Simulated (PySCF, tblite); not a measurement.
**C2H12N2OSi3: geometry, infrared bands and NMR shifts**

Wanted: the infrared bands and NMR shifts of C2H12N2OSi3 (`CN1C[Si@](N)(O[SiH3])[SiH2]1`), by calculation.

The runs use tblite 0.8.0 and PySCF 2.14.0, with density-fitted response routines of our own; the level of theory stands in each step. All values are computed, except where a source is named. Atoms count from 0, in the outputs and in this text.

## Step 1: Starting geometry

20 atoms, charge 0, multiplicity 1; geometry from: force field or distance geometry start.

Bonds of the start (Å): C0–N1 1.44, N1–C2 1.44, C2–Si3 1.85, Si3–N4 1.77, Si3–O5 1.69, O5–Si6 1.70, Si3–Si7 2.24, Si7–N1 1.78, C0–H8 1.12, C0–H9 1.11, C0–H10 1.09, C2–H11 1.11, C2–H12 1.11, N4–H13 1.03, N4–H14 1.03, Si6–H15 1.46, Si6–H16 1.49, Si6–H17 1.47, Si7–H18 1.45, Si7–H19 1.47.

## Step 2: Relaxing the molecule with GFN2-xTB

Job settings and geometry (Å):

```
{"job": {"kind": "relax", "xc": "GFN2-xTB", "basis": "xTB"}, "charge": 0, "multiplicity": 1}
C      2.535600     0.700300    -0.204200
N      1.639800    -0.427700    -0.299100
C      0.451000    -0.085600    -1.039400
Si    -0.763800    -0.712800     0.199900
N     -1.571900    -2.167000    -0.390400
O     -1.710600     0.409900     1.041100
Si    -2.393900     1.632400     0.082600
Si     1.152300    -1.009000     1.313200
H      1.977500     1.667300    -0.121600
H      3.142000     0.574700     0.718300
H      3.218300     0.745700    -1.057100
H      0.331400     0.997000    -1.245400
H      0.459300    -0.688400    -1.973200
H     -0.965000    -2.987700    -0.554700
H     -2.507200    -2.347100    -0.006600
H     -1.394500     2.435000    -0.608700
H     -3.081200     2.557200     1.020900
H     -3.339200     1.120900    -0.924200
H      1.488700    -2.380500     1.660700
H      1.326100    -0.024000     2.384700
```

The run is started by

```bash
> OMP_NUM_THREADS=1 python probes_run.py task.json out
```

This one command runs all jobs of the session in turn.

**Question.** This job is followed by: GFN2-xTB harmonic vibrations, gas phase; GIAO PBE0/pcSseg-1 NMR shielding, non-relativistic, gas phase. Predict these results of the whole session: strongest single infrared mode (GFN2-xTB); zero-point energy (GFN2-xTB); ¹³C shifts against TMS (PBE0/pcSseg-1); ¹H shifts against TMS (PBE0/pcSseg-1, means over atoms taken as alike); ¹⁵N shifts against NH3 (PBE0/pcSseg-1); ²⁹Si shifts against TMS (PBE0/pcSseg-1); ¹⁷O shifts against H2O (PBE0/pcSseg-1); surface potential, 1st and 99th percentile.

**Answer**, as computed:

```
                                                              quantity                                         value
                             strongest single infrared mode (GFN2-xTB)                         1082 cm⁻¹, 724 km/mol
                                          zero-point energy (GFN2-xTB)                                 87.7 kcal/mol
                                ¹³C shifts against TMS (PBE0/pcSseg-1)                                63.6, 41.7 ppm
¹H shifts against TMS (PBE0/pcSseg-1, means over atoms taken as alike)  5.61, 5.49, 5.21, 3.22, 2.99, 2.72, 0.55 ppm
                                ¹⁵N shifts against NH3 (PBE0/pcSseg-1)                                28.9, 13.0 ppm
                               ²⁹Si shifts against TMS (PBE0/pcSseg-1)                        -8.4, -22.3, -44.9 ppm
                                ¹⁷O shifts against H2O (PBE0/pcSseg-1)                                      32.0 ppm
                                 surface potential, 1st and 99th percentile                            -1.15 V and 1.51 V
```

**Reading.** Relaxing lowered the energy by 1.423 eV in 106 steps; the close pair that moved most is O5–Si6, from 1.697 to 1.615 Å. The lowest mode is imaginary (27i cm⁻¹), so the xTB geometry is not a minimum. The strongest single mode, at 1082 cm⁻¹, moves mainly O5. GFN2-xTB is a fitted tight-binding method: band positions and strengths are rough. Its intensities can rank the bands wrongly. The most deshielded carbon is C2 (sp3 CH2 bonded to N and Si), at 63.6 ppm: deshielded by the electronegative neighbour. At PBE0/pcSseg-1: Shielding is most anisotropic at Si7 (span 225 ppm, paramagnetic term -512 ppm).
